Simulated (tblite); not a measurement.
# As19B19H44: the cost of one run

Computed with tblite 0.8.0 and PySCF 2.14.0 and routines of our own; the level stands in each step. Atoms count from 0.

### 1 The starting structure

82 atoms, charge 0, multiplicity 1; geometry from: force field, distance geometry or constructed start.

### 2 Optimising the geometry with GFN2-xTB

The job: settings as JSON, then the geometry in Å.

```
{"job": {"kind": "relax", "xc": "GFN2-xTB", "basis": "xTB"}, "charge": 0, "multiplicity": 1}
As     0.004900     3.185100    -0.629700
B     -0.003200     3.189500    -2.703500
As     0.005200     1.234400    -3.385100
B     -0.000700     1.241100    -5.460800
As    -1.689900     0.260400    -0.624700
B     -1.692200     0.261100    -2.699200
As    -1.688800     0.263300    -6.147400
As    -1.685500    -1.685900    -3.384600
As     0.002700    -2.665800    -0.628500
B     -1.691700    -1.689400    -5.453000
B     -0.002100    -2.664900    -2.698700
As    -0.002500    -2.665700    -6.144100
As    -0.003400     3.187600     4.893000
B      0.002200     3.186300     2.816800
B     -0.002200     1.241800     5.577700
As    -0.001900     1.237300     2.136300
B      0.000400     1.238600     0.062300
As    -3.378900     1.233300     2.129000
As    -1.689500     0.263400     4.890500
B     -3.375000     1.237600     0.064100
B     -1.691200     0.265400     2.821000
B     -1.689800    -1.687100     5.577300
As    -1.685500    -1.684000     2.136600
As    -0.004200    -2.668000     4.886500
B     -1.688400    -1.686000     0.062300
B     -0.006100    -2.664600     2.822000
As     1.689600     0.263900    -0.628800
B      1.688300     0.262200    -2.695400
As     1.689500     0.262000    -6.146100
As     1.690000    -1.688200    -3.382700
B      1.692500    -1.688000    -5.455700
As     3.375900     1.238000     2.130200
B      3.376800     1.236800     0.059500
As     1.691000     0.260300     4.891700
B      1.690100     0.263400     2.816200
B      1.689400    -1.686400     5.574600
As     1.688100    -1.688500     2.125900
B      1.689800    -1.686100     0.058800
H     -1.240000     3.899600    -0.121500
H      1.236300     3.906900    -0.120200
H     -0.955400     3.736200    -3.082800
H      0.961200     3.732900    -3.082900
H      0.004900     2.340800    -5.848200
H     -2.641600     0.812700    -3.088400
H     -2.933700     0.979800    -5.635000
H     -1.690800     0.263200    -7.667500
H     -2.927600    -2.405000    -2.880000
H     -0.000300    -4.094200    -0.119100
H     -2.642600    -2.239700    -5.844400
H      0.001900    -3.766100    -3.084600
H     -0.000900    -4.104100    -5.634300
H      0.006600    -2.662400    -7.664400
H     -1.241500     3.903100     5.394700
H      1.237700     3.901900     5.391600
H     -0.954600     3.737600     2.431000
H      0.954800     3.741500     2.430100
H      0.006600     1.231000     6.745600
H     -3.375100     2.677400     2.635900
H     -4.618800     0.519500     2.640600
H     -2.930900     0.980100     5.393600
H     -3.381600     2.340700    -0.327100
H     -4.329300     0.684900    -0.330500
H     -1.687200    -1.687900     6.748300
H     -2.644400    -2.236600     5.188600
H     -2.924300    -2.401800     2.638600
H     -0.004900    -4.095000     5.395900
H     -2.641800    -2.237000    -0.329800
H      0.002500    -3.768500     2.435400
H      2.640200     0.807900    -3.091600
H      2.927300     0.974700    -5.631500
H      1.687900     0.257600    -7.660800
H      2.928200    -2.408800    -2.876800
H      2.646100    -2.241400    -5.840400
H      3.378200     2.674700     2.638100
H      4.623600     0.520500     2.632900
H      3.385100     2.338200    -0.329200
H      4.331100     0.684600    -0.327900
H      2.930600     0.980100     5.400000
H      1.688500    -1.692300     6.744000
H      2.642200    -2.245100     5.190000
H      2.928500    -2.406000     2.636600
H      2.640000    -2.242700    -0.326600
```

On the command line:

```
$ OMP_NUM_THREADS=8 python large_run.py task.json out
```

This one command runs all jobs of the session in turn.

Q: Estimate the wall time and peak memory of this first job on 8 threads of Intel Xeon 6975P-C, shared host.

About 60 s, with a peak of 0.15 GiB.
